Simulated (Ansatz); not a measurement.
# HfCl (doublet): from Hartree-Fock to the top rungs, def2-SVP

One table from this session's results is given with a row withheld; the runs are named, their logs left out.

Method: def2-SVP, core rule «outside noble gas», up to 9 orbitals frozen; program: Ansatz 0.2.0, Gaussian basis.

Plan: UHF; CCSD(T) on ROHF; CCSD(T) on UHF; CISD; CCSDT(Q) on ROHF; CCSDT(Q) on UHF.

23 further runs of the same task are left out: 10 for a known fault of the program, 6 that didn't finish, 7 set aside as unsound or not needed.

### The system

The geometry is a PBE0/def2-TZVP stationary point (not a proven minimum). No spin-orbit coupling is included. Elements past krypton take def2 core potentials.

2 atoms, charge 0, spin multiplicity 2.

Atoms are counted from 1 here; the program's logs count them from 0.

Bond lengths: Hf1–Cl2 2.304 Å.

Coordinates:

```xyz
2
charge 0, multiplicity 2
Hf    0.00000    0.00000    0.00000
Cl    0.00000    0.00000    2.30430
```

Set-up of the first run:

Contents of in.yaml:

```yaml
crystal:
  periodic: [false, false, false]
  atoms:
    - {symbol: Hf, position_ang: [0.000000, 0.000000, 0.000000]}
    - {symbol: Cl, position_ang: [0.000000, 0.000000, 2.304299]}
basis:
  gaussian: {orbitals: def2-SVP}
magnetization: {spin_polarized: true, initial_magnetization: 1}
hamiltonian: {xc: hf}
output: {orbitals: {seedname: orbitals}}
```

On the command line:

```
$ ansatz run in.yaml --threads 1 --pin off --events-out ev --progress --plain --max-ram 2393MiB
```

Steps of the session up to this table: UHF; CCSD(T) on ROHF; CCSD(T) on UHF; CISD; CCSDT(Q) on ROHF; CCSDT(Q) on UHF.

One of the session's tables, all rows but one given; the rest of the session is left out.

| method | from RCCSDT(Q) (kcal/mol) |
| --- | --- |
| ROHF | +135.91 |
| UHF | +131.27 |
| RMP2 | +19.24 |
| UMP2 | +19.84 |
| RCCSD | +5.12 |
| UCCSD | +4.27 |
| RCCSD(T) | +0.94 |
| UCCSD(T) | +0.25 |
| RCCSDT | ? |
| UCCSDT | -0.40 |
| RCCSDT(Q) | 0 |
| UCCSDT(Q) | -0.74 |

Estimate the missing values for RCCSDT.

**Answer.** from RCCSDT(Q) (kcal/mol): +0.24. In the column «from RCCSDT(Q) (kcal/mol)» it lies between RCCSDT(Q) (0) and UCCSD(T) (+0.25).

Not comparable, so not listed: CISD (they don't share determinant, frozen orbitals or solution with the rows shown, or repeat one).

With the free atoms at the same levels and basis (separate runs), the atomisation energy is 4.744 eV at RCCSDT(Q), 4.734 eV at RCCSD(T), 4.698 eV at UCCSD(T), 3.720 eV at ROHF.

Caveats from the session: Restricted and unrestricted rows rest on different reference determinants; where their highest levels disagree by more than a few hundredths of an eV, they describe different states and don't form one ladder.
